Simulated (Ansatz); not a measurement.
# CsKMg: the cost of one run

Computed with Ansatz 0.2.0 (DFT PBE, scalar-relativistic, plane waves, PAW, unless a step's input says otherwise).

1 further run of the same task is left out (it didn't finish).

## 1. The starting structure

The structure is tetragonal, space group P4/nmm (No. 129). The conventional cell has a = 4.693 Å, b = 4.693 Å, c = 7.921 Å, α = 90.00°, β = 90.00°, γ = 90.00°. K (site symmetry 4mm) has 5 Cs at 3.61 to 3.64 Å and 4 Mg at 3.69 Å and 4 K at 3.99 Å as nearest neighbours. Cs (site symmetry 4mm) is surrounded by 4 Mg at 2.75 Å. Around Mg (site symmetry -4m2) lie 4 Cs at 2.75 Å.

As a file:

```cif
data_structure
_symmetry_space_group_name_H-M 'P 1'
_symmetry_Int_Tables_number 1
_cell_length_a 4.6928
_cell_length_b 4.6928
_cell_length_c 7.9210
_cell_angle_alpha 90.000
_cell_angle_beta 90.000
_cell_angle_gamma 90.000
_cell_volume 174.44
loop_
_atom_site_label
_atom_site_type_symbol
_atom_site_fract_x
_atom_site_fract_y
_atom_site_fract_z
_atom_site_occupancy
K1 K 0.00000 0.50000 0.64000 1
K2 K 0.50000 0.00000 0.36000 1
Cs1 Cs 0.00000 0.50000 0.18000 1
Cs2 Cs 0.50000 0.00000 0.82000 1
Mg1 Mg 0.00000 0.00000 0.00000 1
Mg2 Mg 0.50000 0.50000 0.00000 1
```

A structure generator made this guess: species swapped into a database cell of NdClO (P4/nmm, No. 129), with Cs on the Nd sites, K on the Cl sites and Mg on the O sites. Lengths come from tabulated atomic sizes and are only a guess.

## 2. The guess as it stands, on a coarse mesh

input.yaml reads:

```yaml
crystal:
  lattice:
    - [4.69277703, 0.0, 0.0]
    - [0.0, 4.69277703, 0.0]
    - [0.0, 0.0, 7.92095897]
  atoms:
    - { symbol: K, position: [0.0, 0.5, 0.63999999] }
    - { symbol: K, position: [0.5, 0.0, 0.36000001] }
    - { symbol: Cs, position: [0.0, 0.5, 0.18000001] }
    - { symbol: Cs, position: [0.5, 0.0, 0.81999999] }
    - { symbol: Mg, position: [0.0, 0.0, 0.0] }
    - { symbol: Mg, position: [0.5, 0.5, 0.0] }
basis:
  ecutwfc: 420
kpoints:
  mp_grid: { grid: [4, 4, 2] }
hamiltonian:
  xc: pbe
scf:
  occupations: { method: gaussian, width: 0.1 }
  lower_state_search: "off"
output:
  forces: true
  stress: true
  eigenvalues: true
```

Started as:

```
ansatz run input.yaml --threads 1 --pin off --max-ram 2560MiB --backend cpu --events-out ev --progress --plain --runs-dir out
```

**Question.** How long does this run take on 1 thread of Arm Neoverse V2, shared host, and how much memory does it need?

About 4 s, with a peak of 0.4 GiB.
